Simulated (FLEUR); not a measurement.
## Ti3Se: equation of state with LDA

The system is Ti3Se.

```xyz
4
Lattice="3.1974 0.0000 0.0000 -1.5987 2.7691 0.0000 0.0000 0.0000 7.9427" Properties=species:S:1:pos:R:3 pbc="T T T"
Se    0.0000    0.0000    0.0000
Ti    1.5987    0.9230    3.9714
Ti    0.0000    1.8460    6.1390
Ti    0.0000    1.8460    1.8038
```

The cell comes from a database or a generator and needn't be the stable form of this composition.

```
Program                  : FLEUR MaX-R8.1 (later development tree)
Task                     : equation of state
Functional               : LDA
Potentials or basis      : all-electron
Basis                    : FLAPW
Kmax                     : 4.47 1/bohr
k mesh                   : 10 × 10 × 4
Occupations              : fermi-dirac, width 0.05 eV
Spin                     : no spin polarisation
Gmax                     : 13.9 1/bohr
Muffin-tin radii         : Se 2.19, Ti 2.19 bohr
lmax                     : Se 9, Ti 9
lnonsphr                 : Se 9, Ti 9
Local orbitals a species : Se 4, Ti 5
```

- Equilibrium volume: 16.39 Å³/atom (rough: see the caveat)
- Bulk modulus at fixed shape and positions: 133 GPa (rough)

Energy against volume, from the lowest point:
```csv
volume (Å³/atom),energy (meV/atom)
16.526,0.00
16.878,5.27
17.581,31.39
18.284,74.78
18.636,101.87
```

Caveat: the minimum lies outside the volumes run; the cell was scaled at fixed shape and fractional positions, which overstates the stiffness of a crystal with free parameters, most of all of layers and chains.
